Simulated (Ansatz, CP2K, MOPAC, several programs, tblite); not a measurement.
**What each method gives for ZnCSb2 (ordering on zincblende)**

An ordered 8-atom cell of ZnCSb2 on the zincblende lattice (P-4m2), relaxed with r2SCAN in Ansatz, was computed with several methods. It is tetragonal, P-4m2 (No. 115); a = 3.887 Å, c = 11.568 Å in the conventional setting, 21.85 Å³ an atom. Around Zn lie 4 Sb at 2.56–2.61 Å; around Sb lie 4 Zn at 2.56 Å; around Sb lie 2 C at 2.30 Å and 2 Zn at 2.61 Å; around C lie 4 Sb at 2.25–2.30 Å; around Sb lie 4 C at 2.25 Å. No spin polarisation. The prototype was imposed, so other structures may be more stable.

```xyz
8
Lattice="3.8871 0.0000 0.0000 0.0000 3.8871 0.0000 0.0000 0.0000 11.5679" Properties=species:S:1:pos:R:3 pbc="T T T"
Zn    1.9435    0.0000    9.8990
Sb    1.9435    1.9435    0.0000
Zn    0.0000    1.9435    1.6689
Sb    0.0000    0.0000    3.4151
C     1.9435    0.0000    4.6408
Sb    1.9435    1.9435    5.7840
C     0.0000    1.9435    6.9271
Sb    0.0000    0.0000    8.1528
```

Gaps and times are for a single point on this cell; volume and bulk modulus come from each method's own relaxation or energy curve at fixed shape, which is too stiff where a cell has free coordinates or axes. Times are rough, from shared hosts (Arm Neoverse V1), and each method has its own mesh and cell size. A double dagger marks a value from a curve with shape and coordinates held. PM7 (MOPAC): levels, charges or heat of formation failed a check of plausibility, so no values are given. PM7 (MOPAC), GFN1-xTB (tblite) treat a cluster of cells at its zone centre, which samples few k points: where these miss a band edge, the gap comes out too large for that reason alone. Gaps from k meshes are read at a limited set of points (mesh, symmetry points, PBE's band edges), so each method's own least gap may be somewhat smaller. xTB and the PM methods were fitted mostly to molecules, and can miss a solid's gap by electronvolts. Minimal bases can be far off for gaps. d marks a direct gap, i an indirect one (no mark: not told apart), a dash a value that wasn't computed or didn't pass its checks.

```
                          method              kind      gap (eV)  own volume (Å³/atom)  bulk modulus (GPa)  atoms computed  processor time
               GFN1-xTB (tblite)     tight binding             0                21.68‡                 80‡              72           5.7 s
light PBE (260 eV, its own mesh)  light plane-wave  overlap 0.19                     –                   –               8            12 s
                  PBE/SZV (CP2K)       small basis  overlap 0.16                23.41‡                 70‡               8            18 s
                             PBE         semilocal  overlap 0.34                 22.51                 65‡               8            30 s
                 PBE/DZVP (CP2K)       small basis  overlap 0.33                22.84‡                 65‡               8            43 s
                          r2SCAN         semilocal  overlap 0.33                 21.85                 73‡               8            56 s
                     PM7 (MOPAC)    semi-empirical             –                     –                   –              72         3.1 min
```

Volumes against r2SCAN's: PBE +3.0 %.

Runs without a result: GFN2-xTB (tblite) (single point).

With PBE and r2SCAN the bands overlap or touch, or nearly. Semilocal functionals can close a real gap, so this doesn't show a metal; small gaps of other methods may in turn close between the points read or with spin-orbit coupling, and the solid may be a semimetal.

No spin-orbit coupling is included; it can move band edges with weight on the heavy atoms by tenths of an eV.
